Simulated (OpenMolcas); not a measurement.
# Tm²⁺ among point charges: CASSCF levels and susceptibility

Aim: the splitting of the states of Tm²⁺ in the field of 7 point charges, its lowest levels with spin-orbit coupling and its magnetic susceptibility.

Method: state-averaged CASSCF, spin-orbit coupling by RASSI with atomic mean-field integrals. Code: OpenMolcas 26.06.

**1. Starting point**

```
Species                           : Tm²⁺ (thulium, Z = 69, 67 electrons)
Basis                             : ANO-RCC-VDZP [7s6p4d2f1g], 68 functions
Scalar Hamiltonian                : DKH2, point nucleus
Inactive shells                   : 1s 2s 2p 3s 3p 3d 4s 4p 4d 5s 5p
Active space                      : 13 electrons in 7 orbitals (4f)
Some configurations of this space : 4f¹³
Orbitals                          : optimised for the highest spin of each parity, averaged over all roots
```

Outer shells as boxes (Hund's rule):

4f13
```
4f [↑↓][↑↓][↑↓][↑↓][↑↓][↑↓][↑ ]
```

The ion sits among 7 point charges of -2 e arranged as a pentagonal bipyramid (D5h), 2.74 Å from the ion, with the axial distance 3.178 Å.

Each step is its own input file, run in one work folder so that later steps find the files of earlier ones. Labels, J, g values, rates, χT and fits are worked out afterwards by a script from the matrices that RASSI stores.

**2. GATEWAY and SEWARD: basis and integrals**

Contents of a.inp:

```
&GATEWAY
Coord
1

Tm 0.0 0.0 0.0
Basis=ANO-RCC-VDZP
Group=NoSym
NoMove
AngMom=0.0 0.0 0.0
AMFI
XField
7 Angstrom 0
2.740000 0.000000 0.000000 -2.000000
0.846707 2.605895 0.000000 -2.000000
-2.216707 1.610532 0.000000 -2.000000
-2.216707 -1.610532 0.000000 -2.000000
0.846707 -2.605895 0.000000 -2.000000
0.000000 0.000000 3.178400 -2.000000
0.000000 0.000000 -3.178400 -2.000000
&SEWARD
```

Run with:

```console
> OMP_NUM_THREADS=1 MOLCAS_MEM=2252 MOLCAS_PROJECT=a pymolcas a.inp > a.log
```

**3. Reference wave functions, doublets, 7 roots**

Contents of a.inp:

```
&RASSCF
FileOrb=start.orb
Symmetry=1
Spin=2
nActEl=13 0 0
Inactive=27
Ras2=7
CIRoot=7 7 1
SDav=7
CIMx=300
Iter=120 100
PrWF=0.3
OrbListing=Nothing
MaxOrb=0
>>> COPY $Project.JobIph JOB001
```

start.orb holds the contracted functions of the basis, ordered by shell, or the orbitals of the step before.

**4. State interaction with spin-orbit coupling**

Contents of a.inp:

```
&RASSI
NrOfJobIphs=1 7
1 2 3 4 5 6 7
IphNames
JOB001
EJob
SpinOrbit
DIPRint=1.0
SOCoupling=1000.0
Subsets=2
Property=9
'ANGMOM' 1 'ANGMOM' 2 'ANGMOM' 3 'MLTPL  1' 1 'MLTPL  1' 2 'MLTPL  1' 3
'AMFI' 1 'AMFI' 2 'AMFI' 3
SOProperty=3
'ANGMOM' 1 'ANGMOM' 2 'ANGMOM' 3
```

**Question.** What will these runs give? Wanted: spin-free ground state; first state of the same spin within the active space; lowest level; next level.

As calculated:

| quantity | value |
| --- | --- |
| method | CASSCF |
| spin-free ground state | doublet, 2-fold in its orbital part |
| first state of the same spin within the active space | doublet at 1070 cm⁻¹ |
| lowest level | 2-fold, g = 0.00, 0.00, 8.00 |
| next level | 919.2 cm⁻¹ |
| χT at 300 K | 2.26 cm³ K/mol |
| effective moment at 300 K | 4.25 μB |

**Reading.** The spin-free ground state (doublet) comes to 100 % from free-ion F terms and keeps the highest spin of the shell. Point charges carry no covalency, so the field is a model and not that of real ligands.
